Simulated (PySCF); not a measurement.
**AlCNF2 (SMILES N#[C][Al]([F])[F]) at 5 levels**

Wanted: a comparison of 5 runs (HF/def2-SVP, HF/def2-SVPD, B3LYP/6-31G*, MP2/def2-SVP, CCSD(T)/def2-SVP) of AlCNF2. Input form: a Python script.

The results are computed with PySCF 2.14.0.

## (1) The system as given

The species is AlCNF2 (5 atoms), meant as a singlet with charge 0. SMILES: `N#[C][Al]([F])[F]`. Geometry: relaxed at PBE0-D4/def2-TZVP.

Bond lengths: N1–C2 1.152 Å, C2–Al3 1.905 Å, Al3–F4 1.627 Å, Al3–F5 1.627 Å. Angles: N1–C2–Al3 180.0°, C2–Al3–F4 119.3°, C2–Al3–F5 119.3°, F4–Al3–F5 121.5°.

## (2) Energy and gradient at HF/def2-SVP (run 1)

File job.py:

```python
from pyscf import gto, scf

molecule = gto.Mole()
molecule.atom = '''
N      2.888446    -2.359512     2.554532
C      1.500632    -1.231912     1.311659
Al    -0.793118     0.631924    -0.742851
F     -3.218959    -0.803512    -1.970039
F     -0.282703     3.623928    -1.231723
'''
molecule.charge = 0
molecule.verbose = 4
molecule.max_memory = 1860
molecule.basis = 'def2-svp'
molecule.unit = 'bohr'
molecule.build()

mf = scf.RHF(molecule)
mf.conv_tol = 1e-10
mf.kernel()
if not mf.converged:
    mf = mf.newton().run(mf.mo_coeff, mf.mo_occ)

e_tot = mf.e_tot
print(f'total energy: {e_tot:.8f} hartree')
grad = mf.nuc_grad_method().kernel()
mf.analyze()
```

On the command line:

```
$ OMP_NUM_THREADS=1 python job.py
```

The program printed:

```text
PySCF version 2.14.0

[... 64 lines left out ...]
total energy: -532.96198959 hartree
[... 23 lines left out ...]
MO #4   energy= -15.6098157093745  occ= 2
[... 9 lines left out ...]
MO #14  energy= -0.70014626231064  occ= 2
[... 9 lines left out ...]
MO #24  energy= 0.0648790727045681 occ= 0
[... 9 lines left out ...]
MO #34  energy= 0.636776736464355  occ= 0
[... 9 lines left out ...]
MO #44  energy= 1.12464896083588   occ= 0
[... 9 lines left out ...]
MO #54  energy= 1.88270595684865   occ= 0
[... 9 lines left out ...]
MO #64  energy= 3.43350251976748   occ= 0
[... 9 lines left out ...]
MO #74  energy= 3.9966312913758    occ= 0
[... 82 lines left out ...]
Dipole moment(X, Y, Z, Debye): -1.02926,  0.83603, -0.92113
```

It took 7.8 s on 1 thread of Intel Xeon at 2.50GHz (Skylake/Cascade Lake), shared host; peak memory 0.15 GiB.

## (3) Energy and forces at HF/def2-SVPD (run 2)

File calc.py:

```python
# N#[C][Al]([F])[F]
from pyscf import gto, scf

molecule = gto.M(
    atom='''
N    1.528500  -1.248600   1.351800
C    0.794100  -0.651900   0.694100
Al  -0.419700   0.334400  -0.393100
F   -1.703400  -0.425200  -1.042500
F   -0.149600   1.917700  -0.651800
''',
    max_memory=1860,
    basis='def2-svpd',
    verbose=3,
)

calc0 = scf.RHF(molecule)
calc0.conv_tol = 1e-10
calc0.kernel()
if not calc0.converged:
    calc0 = calc0.newton().run(calc0.mo_coeff, calc0.mo_occ)

e_tot = calc0.e_tot
print('Final energy', e_tot)
grad = calc0.nuc_grad_method().kernel()
dip = calc0.dip_moment()
pop, q = calc0.mulliken_pop()
```

On the command line:

```
$ OMP_NUM_THREADS=1 python calc.py
```

The program printed:

```text
converged SCF energy = -532.983352553054
Final energy -532.9833525530544
[... 8 lines left out ...]
Dipole moment(X, Y, Z, Debye): -1.09697,  0.89103, -0.98178
[... 116 lines left out ...]
charge of    4F =     -0.73251
```

It took 22 s on 1 thread of Intel Xeon at 2.50GHz (Skylake/Cascade Lake), shared host; peak memory 0.26 GiB.

Runs 3 to 4 aren't shown in full; the table further down has their settings and results.

## (4) A single-point energy at CCSD(T)/def2-SVP (run 5)

File run.py:

```python
# N#[C][Al]([F])[F]
from pyscf import gto, cc

system = gto.M(
    atom='''
N    1.528500  -1.248600   1.351800
C    0.794100  -0.651900   0.694100
Al  -0.419700   0.334400  -0.393100
F   -1.703400  -0.425200  -1.042500
F   -0.149600   1.917700  -0.651800
''',
    max_memory=1860,
    verbose=4,
    spin=0,
    basis='def2-svp',
)

mf = system.RHF()
mf.conv_tol = 1e-10
mf.kernel()
if not mf.converged:
    mf = mf.newton().run(mf.mo_coeff, mf.mo_occ)

mycc = cc.CCSD(mf, frozen=9)
mycc.kernel()
e_t = mycc.ccsd_t()
energy = mycc.e_tot + e_t
print('E = %.10f Eh' % energy)
mf.analyze()
```

On the command line:

```
$ OMP_NUM_THREADS=1 python run.py
```

The program printed:

```text
PySCF version 2.14.0

[... 89 lines left out ...]
CCSD converged
[... 15 lines left out ...]
MO #4   energy= -15.6098157413293  occ= 2
[... 9 lines left out ...]
MO #14  energy= -0.700146275531755 occ= 2
[... 9 lines left out ...]
MO #24  energy= 0.0648790674212343 occ= 0
[... 9 lines left out ...]
MO #34  energy= 0.636776740764049  occ= 0
[... 9 lines left out ...]
MO #44  energy= 1.12464896833802   occ= 0
[... 9 lines left out ...]
MO #54  energy= 1.88270599154762   occ= 0
[... 9 lines left out ...]
MO #64  energy= 3.43350250091337   occ= 0
[... 9 lines left out ...]
MO #74  energy= 3.99663130917701   occ= 0
[... 82 lines left out ...]
Dipole moment(X, Y, Z, Debye): -1.02926,  0.83603, -0.92113
```

Wall time 21 s (1 thread of Intel Xeon at 2.50GHz (Skylake/Cascade Lake), shared host); peak memory 0.29 GiB.

## (5) All runs side by side

```csv
run,level,integration grid,frozen core orbitals,energy (Eh),dipole moment (D) of the reference,HOMO energy (eV),LUMO energy (eV),wall time
1,HF/def2-SVP,–,–,-532.961990,1.61,-13.66,1.13,7.8 s
2,HF/def2-SVPD,–,–,-532.983353,1.72,-13.75,0.72,22 s
3,B3LYP/6-31G* (spherical functions),5,–,-535.106866,1.72,-9.91,-1.99,40 s
4,MP2/def2-SVP,–,9,-533.662342,1.61,-13.66,1.13,14 s
5,CCSD(T)/def2-SVP,–,9,-533.688616,1.61,-13.66,1.13,21 s
```

## (6) Outcome

```
                                          quantity          value
                               run 5: total energy  -533.68862 Eh
       run 5: dipole moment (Hartree–Fock density)         1.61 D
        run 5: HOMO energy (Hartree–Fock orbitals)      -13.66 eV
        run 5: LUMO energy (Hartree–Fock orbitals)        1.13 eV
      run 5: HOMO–LUMO gap (Hartree–Fock orbitals)       14.79 eV
run 5: correlation energy (9 core orbitals frozen)     -726.6 mEh
                             run 5: (T) correction     -18.42 mEh
                              run 5: T1 diagnostic          0.014
```

What this shows: Below the HF energy at the same shape and in the same basis (def2-SVP): MP2 -700.4 mEh; CCSD(T) -726.6 mEh. Over runs 1, 2, 3 the dipole moment (its size) runs from 1.61 D (HF/def2-SVP) to 1.72 D (HF/def2-SVPD). Over runs 1, 2, 3 the HOMO–LUMO gap runs from 7.92 eV (B3LYP/6-31G*) to 14.79 eV (HF/def2-SVP). The two ends differ in method and basis. All runs together took 1.7 min, the longest 40 s.
